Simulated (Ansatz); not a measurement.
A run of Ansatz 0.2.0 is set up as follows.

input.yaml

```yaml
crystal:
  lattice:
    - [3.962670049, 0.0, 0.0]
    - [-1.9813350245, 3.4317729293, 0.0]
    - [0.0, 0.0, 5.809192]
  atoms:
    - { symbol: Cd, position: [0.3333333333, 0.6666666667, 0.932717] }
    - { symbol: Cd, position: [0.6666666667, 0.3333333333, 0.578735] }
    - { symbol: S, position: [0.3333333333, 0.6666666667, 0.365705] }
hamiltonian:
  xc: { exchange: pbe, correlation: pbe, exx: { coeff: 0.15 } }
  pseudopotentials: { kind: paw }
kpoints:
  mp_grid: { grid: [5, 5, 3] }
scf:
  occupations: { method: fermi_dirac, width: 0.05 }
output:
  forces: true
  stress: true
  eigenvalues: true
```

Potentials or basis: Ansatz PAW.

Command:

```sh
$ ansatz run input.yaml --threads 2 --pin off --max-ram 5632MiB --backend cpu --events-out ev --progress --plain --runs-dir out
```

Task: What does it give for the band gap on the k mesh?

Result: 1.58 eV, indirect (least direct gap 1.88 eV).

Task: What does it give for the pressure?

Result: -1.1 GPa.

Task: Estimate the largest force.

Result: 0.160 eV/Å.

Forces on the atoms (eV/Å):
```
Cd   0.000  0.000  0.121
Cd   0.000  0.000 -0.160
S    0.000  0.000  0.039
```

Caveat: odd divisions of the mesh miss points on the zone boundary, where band edges often lie, so the gap on the mesh can be too wide; the PAW data sets come from PBE, with cores solved anew for the run's functional, which leaves a small shift of forces and pressure; the thresholds are loose for stress. A k mesh can miss the band edges.
